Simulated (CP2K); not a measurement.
**GaGe under changes of volume**

One of the cells (24.335 Å³/atom); the others are scaled copies at fixed shape and fractional positions:

```xyz
2
Lattice="4.0982 0.0000 0.0000 2.0491 3.5491 0.0000 2.0491 1.1830 3.3461" Properties=species:S:1:pos:R:3 pbc="T T T"
Ge    0.0000    0.0000    0.0000
Ga    2.0491    1.1830    0.8365
```

The cell comes from a database or a generator and needn't be the stable form of this composition.

| Property | Result |
| --- | --- |
| Program | CP2K 2026.2 |
| Functional | LDA |
| Potentials or basis | GTH_POTENTIALS Ge GTH-PADE-q4, Ga GTH-PADE-q13; TZVP-MOLOPT-PBE-GTH basis |
| Density cutoff | 6123 eV |
| k mesh | 8 × 8 × 8 |
| Occupations | fermi-dirac, width 0.01 eV |
| Spin | no spin polarisation |

```tsv
volume (Å³/atom)	energy over the lowest point (meV/atom)	pressure (GPa)
22.875	0.00	-1.4
23.361	5.93	-2.5
23.848	?	?
24.335	26.93	-4.3
24.821	41.29	-5.1
25.308	57.83	-5.8
25.795	76.27	-6.4
```

Q: What does the run at 23.848 Å³/atom give?

A: Energy over the lowest point 15.03 meV/atom; pressure -3.5 GPa.

Worked out: A Birch-Murnaghan fit of order 3 (a polynomial in V^(-2/3)) to the other rows has its minimum at 22.34 Å³/atom, just outside them, with B0 = V·E''(V) = 62 GPa and B' = 4.8. It gives 15.03 meV/atom at 23.848 Å³/atom, against the run's 15.03, and -dE/dV = -3.5 GPa, against -3.5.

Energies are extrapolated to zero smearing.

Caveats: the basis of atomic orbitals isn't converged, which shifts pressures, moduli and gaps.
